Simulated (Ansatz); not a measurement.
# AsH3+ (quartet): from Hartree-Fock to the top rungs, cc-pVDZ

The task here is to estimate one member of a computed series from the others.

The runs use Ansatz 0.2.0, Gaussian basis; cc-pVDZ, core rule «outside noble gas», up to 14 orbitals frozen.

Plan: UHF; CCSD(T) on ROHF; CCSD(T) on UHF; BCCD(T) on ROHF; CISD; CCSDT(Q) on ROHF; CCSDT(Q) on UHF; CISDTQ; CCSDTQ on ROHF; CCSDTQ on UHF; CASSCF and MRCISD+Q, 7 electrons in 7 orbitals; CASSCF and MRCISD+Q(relaxed), 7 electrons in 7 orbitals; CASSCF and NEVPT2, 7 electrons in 7 orbitals; Full CI; Full CI in the symmetry of the determinant.

2 further runs of the same task are left out: 2 set aside as unsound or not needed.

**The system**

The geometry is a PBE0/def2-TZVP stationary point (not a proven minimum) of the parent state, kept for this charge and spin. No spin-orbit coupling is included. The filled d shell of As may be among the frozen orbitals whatever the setting's name suggests; the logs give the count.

4 atoms, charge 1, spin multiplicity 4.

Atoms are counted from 1 here; the program's logs count them from 0.

Bond lengths: As1–H2 1.497 Å, As1–H3 1.497 Å, As1–H4 1.497 Å. Angles: H2–As1–H3 112.5°, H2–As1–H4 112.5°, H3–As1–H4 112.5°.

Set-up of the first run:

in.yaml

```yaml
crystal:
  periodic: [false, false, false]
  atoms:
    - {symbol: As, position_ang: [0.000054, -0.000013, -0.016190]}
    - {symbol: H, position_ang: [1.436166, 0.013750, 0.405932]}
    - {symbol: H, position_ang: [-0.731713, 1.238539, 0.397694]}
    - {symbol: H, position_ang: [-0.708471, -1.251307, 0.399802]}
basis:
  gaussian: {orbitals: cc-pVDZ}
total_charge: 1
magnetization: {spin_polarized: true, initial_magnetization: 3}
hamiltonian: {xc: hf}
output: {orbitals: {seedname: orbitals}}
```

On the command line:

```console
ansatz run in.yaml --threads 1 --pin off --events-out ev --progress --plain --max-ram 4096MiB --backend cpu
```

Among the steps run: UHF; CCSD(T) on ROHF; CCSD(T) on UHF; BCCD(T) on ROHF; CISD; CCSDT(Q) on ROHF; CCSDT(Q) on UHF; CISDTQ; CCSDTQ on ROHF; CCSDTQ on UHF; CASSCF and MRCISD+Q, 7 electrons in 7 orbitals; CASSCF and MRCISD+Q(relaxed), 7 electrons in 7 orbitals; CASSCF and NEVPT2, 7 electrons in 7 orbitals; Full CI; Full CI in the symmetry of the determinant.

One of the session's tables, all rows but one given; the rest of the session is left out.

```
   method  from FCI (kcal/mol)
      UHF               +73.30
     RMP2               +23.37
     UMP2               +20.10
     CISD                +6.07
    RCCSD                +5.06
    UCCSD                +4.17
 RCCSD(T)                +2.05
 UCCSD(T)                +1.90
  BCCD(T)                +2.18
   RCCSDT                +0.20
   UCCSDT                +0.08
   CISDTQ                    ?
RCCSDT(Q)                -0.02
UCCSDT(Q)                -0.17
  RCCSDTQ                -0.04
  UCCSDTQ                -0.22
      FCI                    0
```

**Question.** Estimate the row for CISDTQ.

The run gave: from FCI (kcal/mol): +0.10. In the column «from FCI (kcal/mol)» it lies between UCCSDT (+0.08) and RCCSDT (+0.20).

To keep in mind: Left out of the table: CASSCF valence, NEVPT2 valence, MRCISD valence, MRCISD+Q valence (the active space lost an orbital or holds another state than full CI finds). Left out of the table: ROHF, MRCISD+Q(relaxed) valence (another determinant or state than the rows shown). UCCSDT(Q), UCCSDTQ fall below full CI: unrestricted runs freeze a spin-polarised core, another one than full CI's, and coupled cluster isn't variational. Levels on UHF freeze UHF's core orbitals, full CI those of ROHF, so the U rows can settle a little off it for that reason alone. Restricted and unrestricted rows rest on different reference determinants; where their highest levels disagree by more than a few hundredths of an eV, they describe different states and don't form one ladder.
